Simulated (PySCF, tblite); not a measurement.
# C7H8GeO2: geometry, infrared bands and NMR shifts

Wanted: the infrared bands and NMR shifts of C7H8GeO2 (`C=[C]([GeH3])C#CC(=C)C(=O)O`), by calculation.

Computed with tblite 0.8.0 and PySCF 2.14.0, with density-fitted response routines of our own, on a single molecule in the gas phase. Atoms count from 0, in the outputs and in this text.

## Step 1: The molecule as given

18 atoms, charge 0, multiplicity 1; geometry from: force field or distance geometry start.

Bonds of the start (Å): C0–C1 1.34, C1–Ge2 1.91, C1–C3 1.45, C3–C4 1.21, C4–C5 1.44, C5–C6 1.32, C5–C7 1.46, C7–O8 1.27, C7–O9 1.40, C0–H10 1.08, C0–H11 1.08, Ge2–H12 1.53, Ge2–H13 1.56, Ge2–H14 1.57, C6–H15 1.10, C6–H16 1.10, O9–H17 1.02.

## Step 2: Geometry optimisation with GFN2-xTB

The job: settings as JSON, then the geometry in Å.

```
{"job": {"kind": "relax", "xc": "GFN2-xTB", "basis": "xTB"}, "charge": 0, "multiplicity": 1}
C      2.604400    -1.648900    -0.137100
C      2.052600    -0.431300    -0.257900
Ge     3.089100     1.116000    -0.682700
C      0.625500    -0.365500    -0.021800
C     -0.561600    -0.302500     0.194600
C     -1.979600    -0.200800     0.444300
C     -2.536100    -1.112800     1.213300
C     -2.712900     0.912600    -0.148200
O     -2.091000     1.744300    -0.882700
O     -4.088100     1.066500     0.058800
H      3.668200    -1.781000    -0.299900
H      1.977600    -2.497800     0.114100
H      4.562800     0.760800    -0.923400
H      2.981500     2.074900     0.544900
H      2.533100     1.839400    -1.960700
H     -3.606800    -1.091100     1.461800
H     -1.892100    -1.903200     1.621800
H     -4.635400     1.826700    -0.350700
```

Started as:

```bash
$ OMP_NUM_THREADS=1 python probes_run.py task.json out
```

This one command runs all jobs of the session in turn.

Output:

```text
step      E/eV     max force
  0    -788.33378    5.279
  1    -788.57926    5.348
  2    -788.79809    1.358
  3    -788.85958    1.605
  4    -788.97415    1.388
  5    -789.02758    0.876
  6    -789.05605    0.425
  7    -789.07064    0.274
  8    -789.07608    0.209
  9    -789.07991    0.203
 10    -789.08358    0.154
 11    -789.08633    0.128
 12    -789.08819    0.113
 13    -789.08952    0.097
 14    -789.09084    0.142
 15    -789.09233    0.134
 16    -789.09369    0.101
 17    -789.09451    0.076
 18    -789.09497    0.063
 19    -789.09541    0.064
 20    -789.09600    0.084
 21    -789.09650    0.066
 22    -789.09678    0.040
 23    -789.09699    0.045
 24    -789.09731    0.069
 25    -789.09785    0.105
 26    -789.09850    0.101
 27    -789.09901    0.054
 28    -789.09931    0.043
 29    -789.09951    0.051
 30    -789.09973    0.047
 31    -789.09997    0.034
 32    -789.10019    0.033
 33    -789.10043    0.045
 34    -789.10073    0.075
 35    -789.10113    0.082
 36    -789.10156    0.059
 37    -789.10199    0.067
 38    -789.10248    0.073
 39    -789.10309    0.089
 40    -789.10386    0.095
 41    -789.10465    0.073
 42    -789.10538    0.058
 43    -789.10611    0.088
 44    -789.10692    0.096
 45    -789.10769    0.080
 46    -789.10822    0.060
 47    -789.10855    0.037
 48    -789.10882    0.040
 49    -789.10913    0.049
 50    -789.10952    0.071
 51    -789.10996    0.070
 52    -789.11038    0.049
 53    -789.11071    0.044
 54    -789.11097    0.043
 55    -789.11127    0.053
 56    -789.11170    0.062
 57    -789.11229    0.074
 58    -789.11285    0.058
 59    -789.11319    0.035
 60    -789.11336    0.032
 61    -789.11350    0.029
 62    -789.11365    0.033
 63    -789.11380    0.025
 64    -789.11391    0.021
 65    -789.11399    0.023
 66    -789.11404    0.020
 67    -789.11409    0.013
 68    -789.11412    0.011
 69    -789.11414    0.012
 70    -789.11416    0.012
 71    -789.11418    0.011
 72    -789.11420    0.008
```

It took 0.52 s on 1 thread of Arm Neoverse V2, shared host; peak memory 0.18 GiB.

Step by step: (not every step is listed)

```
step  energy from step 0 (eV)  largest force (eV/Å)
   0                   0.0000                5.2786
   1                  -0.2455                5.3480
   2                  -0.4643                1.3576
   3                  -0.5258                1.6051
   4                  -0.6404                1.3882
   5                  -0.6938                0.8764
   6                  -0.7223                0.4255
   7                  -0.7369                0.2739
   8                  -0.7423                0.2093
  13                  -0.7557                0.0969
  18                  -0.7612                0.0627
  23                  -0.7632                0.0450
  28                  -0.7655                0.0432
  33                  -0.7666                0.0452
  38                  -0.7687                0.0732
  43                  -0.7723                0.0880
  48                  -0.7750                0.0401
  53                  -0.7769                0.0437
  58                  -0.7791                0.0581
  63                  -0.7800                0.0250
  67                  -0.7803                0.0130
  68                  -0.7803                0.0112
  69                  -0.7804                0.0121
  70                  -0.7804                0.0124
  71                  -0.7804                0.0108
  72                  -0.7804                0.0081
```

Close pairs (by a distance rule), those that changed most:

```
   bond  before (Å)  after (Å)  change (Å)
Ge2–H14       1.570      1.491      -0.080
  C7–O8       1.272      1.204      -0.068
Ge2–H13       1.561      1.494      -0.068
  C7–O9       1.399      1.342      -0.057
 C1–Ge2       1.910      1.964      +0.054
 O9–H17       1.022      0.970      -0.053
  C1–C3       1.448      1.404      -0.044
Ge2–H12       1.535      1.498      -0.037
```

The end geometry stands in the next job.

## Step 3: Harmonic vibrations with GFN2-xTB

The job: settings as JSON, then the geometry in Å.

```
{"job": {"kind": "ir", "xc": "GFN2-xTB", "basis": "xTB"}, "charge": 0, "multiplicity": 1}
C      2.708162    -1.699635    -0.188612
C      2.023105    -0.554522    -0.218782
Ge     2.847062     1.170449    -0.669595
C      0.646943    -0.499746     0.054985
C     -0.535186    -0.391024     0.283921
C     -1.920520    -0.233228     0.500152
C     -2.652524    -1.071577     1.243274
C     -2.515295     0.958220    -0.169656
O     -1.894763     1.765320    -0.812608
O     -3.842029     1.055600     0.010560
H      3.763091    -1.718910    -0.411630
H      2.241133    -2.643254     0.050184
H      4.304488     0.957177    -0.943347
H      2.707924     2.130532     0.466265
H      2.198169     1.774603    -1.867886
H     -3.706912    -0.912133     1.382139
H     -2.205650    -1.924302     1.725657
H     -4.175957     1.842747    -0.446680
```

Output:

```text
mode    cm-1     km/mol
  1      10.6      0.31
  2      31.7      1.68
  3      32.6      1.12
  4      72.5      0.22
  5      88.9      0.94
  6     119.8      1.46
  7     204.2      0.11
  8     235.8      0.80
  9     268.2      0.40
 10     350.7     12.02
 11     358.0      6.72
 12     383.7      1.76
 13     395.8      5.85
 14     420.4      9.33
 15     515.6     23.48
 16     559.3     93.23
 17     564.0     51.71
 18     594.3     11.70
 19     619.6    133.45
 20     657.5     31.48
 21     706.7      4.97
 22     726.8     56.52
 23     762.3     60.08
 24     764.7    446.26
 25     836.0    107.72
 26     854.3     52.65
 27     863.6     53.31
 28     884.9     26.19
 29     897.1     43.65
 30    1005.9     15.96
 31    1104.0    299.99
 32    1143.8     63.39
 33    1217.4     76.71
 34    1306.3     70.01
 35    1382.2     12.46
 36    1403.8      0.91
 37    1614.4      9.96
 38    1642.4     11.05
 39    1761.3    347.46
 40    1983.9    181.15
 41    2072.3    409.28
 42    2097.4    408.04
 43    2303.6     40.80
 44    3070.0     21.24
 45    3099.5     31.84
 46    3111.8      7.93
 47    3152.1      8.81
 48    3456.5     39.51
```

It took 0.69 s on 1 thread of Arm Neoverse V2, shared host; peak memory 0.18 GiB.

The strongest bands and the atoms that carry them (share of the mass-weighted mode):

```
cm⁻¹  km/mol                         atoms
 620   133.4             H17 77 %, C5 12 %
 765   446.3  H12 35 %, H14 28 %, H13 25 %
 836   107.7  H12 54 %, H14 24 %, H13 20 %
1104   300.0              O9 29 %, C7 18 %
1761   347.5              C7 62 %, O8 36 %
1984   181.2  H12 59 %, H13 24 %, H14 16 %
2072   409.3            H13 58 %, H12 35 %
2097   408.0            H14 78 %, H13 16 %
```

## Step 4: Shielding tensors: PBE0/pcSseg-1

Same as in step 3 but for these lines:

```diff
@@ -1,2 +1,2 @@
-{"job": {"kind": "ir", "xc": "GFN2-xTB", "basis": "xTB"}, "charge": 0, "multiplicity": 1}
+{"job": {"kind": "nmr", "xc": "PBE0", "basis": "pcSseg-1"}, "charge": 0, "multiplicity": 1}
 C      2.708162    -1.699635    -0.188612
```

With the program's defaults for keys left out, this is: GIAO PBE0/pcSseg-1 NMR shielding, non-relativistic, gas phase.

Output:

```text
coarse grid: 73816 points
cycle   1  E = -2497.6897728246  dE =  1.050e+00  |g| = 1.261e+00  |ddm| = 4.549e+00
cycle   2  E = -2497.3046850208  dE =  3.851e-01  |g| = 1.880e+00  |ddm| = 2.843e+00
cycle   3  E = -2497.8564047485  dE = -5.517e-01  |g| = 4.805e-01  |ddm| = 2.314e+00
cycle   4  E = -2497.8974073145  dE = -4.100e-02  |g| = 1.211e-01  |ddm| = 4.619e-01
cycle   5  E = -2497.8993819322  dE = -1.975e-03  |g| = 5.834e-02  |ddm| = 1.179e-01
cycle   6  E = -2497.9001013714  dE = -7.194e-04  |g| = 1.830e-02  |ddm| = 5.655e-02
cycle   7  E = -2497.9001764500  dE = -7.508e-05  |g| = 5.419e-03  |ddm| = 1.737e-02
cycle   8  E = -2497.9001817315  dE = -5.281e-06  |g| = 1.470e-03  |ddm| = 5.185e-03
final grid: 156888 points
cycle   9  E = -2497.9002314848  dE =  8.255e-07  |g| = 2.440e-03  |ddm| = 4.742e-03
cycle  10  E = -2497.9002278292  dE =  3.656e-06  |g| = 4.603e-03  |ddm| = 5.899e-03
cycle  11  E = -2497.9002327694  dE = -4.940e-06  |g| = 4.779e-04  |ddm| = 4.121e-03
cycle  12  E = -2497.9002328188  dE = -4.945e-08  |g| = 1.134e-04  |ddm| = 4.264e-04
cycle  13  E = -2497.9002328223  dE = -3.456e-09  |g| = 1.468e-05  |ddm| = 1.185e-04
cycle  14  E = -2497.9002328223  dE = -3.183e-11  |g| = 4.617e-06  |ddm| = 1.442e-05
converged SCF energy = -2497.9002328223

GIAO shielding tensors (ppm)
atom      isotropic    diamagn.    paramagn.     s11        s22        s33       span
  0 C       39.565     250.954    -211.389    -84.694     51.330    152.059    236.753
  1 C       54.239     270.112    -215.873    -51.297     45.603    168.413    219.710
  2 Ge    1541.583    2754.134   -1212.551   1440.231   1509.869   1674.649    234.418
  3 C       83.365     253.232    -169.866     -0.393     15.426    235.062    235.454
  4 C       86.055     256.534    -170.479     23.866     26.329    207.971    184.106
  5 C       57.557     266.630    -209.072    -45.970     79.626    139.016    184.986
  6 C       44.159     250.219    -206.060    -77.360     46.772    163.065    240.425
  7 C       18.476     250.966    -232.490    -84.073     63.399     76.104    160.177
  8 O     -106.250     408.289    -514.538   -344.325   -252.942    278.518    622.842
  9 O      137.597     388.808    -251.211    -12.378    164.120    261.049    273.427
 10 H       25.453      29.715      -4.261     21.665     23.872     30.823      9.157
 11 H       25.097      32.008      -6.911     21.182     24.133     29.977      8.795
 12 H       27.839      28.979      -1.140     21.143     23.052     39.323     18.180
 13 H       27.641      28.655      -1.014     21.355     23.175     38.392     17.037
 14 H       27.515      28.624      -1.109     20.961     23.162     38.422     17.461
 15 H       24.726      29.371      -4.645     21.635     23.413     29.130      7.495
 16 H       25.169      31.886      -6.717     21.455     24.248     29.805      8.350
 17 H       25.556      28.924      -3.368     20.553     22.351     33.763     13.210
```

Wall time 56 s (1 thread of Arm Neoverse V2, shared host); peak memory 1 GiB.

The references, computed at this level on geometries of the same kind, shield at (ppm): 1H TMS 31.72, 13C TMS 186.9, 17O H2O 336.1, 73Ge GeMe4 1331. Their shielding less the atom's gives the shift. The references are single molecules in the gas phase, so shifts against H2O, NH3, PH3, H3PO4 or CFCl3 are not on the usual liquid scales and can be off by tens of ppm. Atoms listed in one row are averaged.

```
        atoms                               environment  σ (ppm)  δ (ppm)
           C7                    carboxylic acid carbon     18.5    168.4
           C0                      terminal =CH2 carbon     39.6    147.4
           C6                β carbon of a C=C–C=O unit     44.2    142.8
           C1           fully substituted alkene carbon     54.2    132.7
           C5                α carbon of a C=C–C=O unit     57.6    129.4
           C3                             alkyne carbon     83.4    103.6
           C4                             alkyne carbon     86.1    100.9
          H15  hydrogen on a β carbon of a C=C–C=O unit    24.73     6.99
          H11        hydrogen on a terminal =CH2 carbon    25.10     6.62
          H16  hydrogen on a β carbon of a C=C–C=O unit    25.17     6.55
          H10        hydrogen on a terminal =CH2 carbon    25.45     6.26
          H17       hydrogen on an acid hydroxyl oxygen    25.56     6.16
H12, H13, H14       hydrogen on a germanium bonded to C    27.66     4.05
          Ge2                germanium bonded to C, 3 H     1542     -211
           O8                           carbonyl oxygen   -106.2    442.3
           O9                      acid hydroxyl oxygen    137.6    198.5
```

Charges from the same density, by scheme (e):

```
atoms  Mulliken    IAO  Hirshfeld  ESP fit
   C0     -0.05  -0.27      -0.08    -0.40
   C1     -0.74  -0.23      -0.07     0.04
  Ge2      0.41   0.51       0.31     0.23
   C3      0.26  -0.02      -0.04    -0.08
   C4      0.25  -0.05      -0.05    -0.11
   C5     -0.67  -0.06      -0.01     0.08
   C6      0.04  -0.25      -0.06    -0.42
   C7      0.56   0.53       0.21     0.68
   O8     -0.39  -0.45      -0.26    -0.52
   O9     -0.37  -0.48      -0.17    -0.60
```

Mayer bond orders: C0–C1 1.91, C1–Ge2 0.81, C1–C3 1.08, C3–C4 2.09, C4–C5 1.02, C5–C6 1.90, C5–C7 0.99, C7–O8 1.99, C7–O9 1.15.

## Step 5: Results

| quantity | value |
| --- | --- |
| strongest single infrared mode (GFN2-xTB) | 765 cm⁻¹, 446 km/mol |
| zero-point energy (GFN2-xTB) | 73.9 kcal/mol |
| 13C shifts against TMS (PBE0/pcSseg-1) | 168.4, 147.4, 142.8, 132.7, 129.4, 103.6, 100.9 ppm |
| 1H shifts against TMS (PBE0/pcSseg-1, means over atoms taken as alike) | 6.99, 6.62, 6.55, 6.26, 6.16, 4.05 ppm |
| 73Ge shifts against GeMe4 (PBE0/pcSseg-1) | -211 ppm |
| 17O shifts against H2O (PBE0/pcSseg-1) | 442.3, 198.5 ppm |

The optimisation took 72 steps and gained 0.780 eV; among the close pairs (by a distance rule), Ge2–H14 changed most, from 1.570 to 1.491 Å. No mode is imaginary among the 48: a minimum at this level. GFN2-xTB is a fitted tight-binding method: band positions and strengths are rough. Its intensities can rank the bands wrongly. At PBE0/pcSseg-1: Shielding is most anisotropic at O8 (span 623 ppm, paramagnetic term -515 ppm). Spin-orbit coupling is left out, which matters for shieldings and couplings at and beside the heavy atoms.
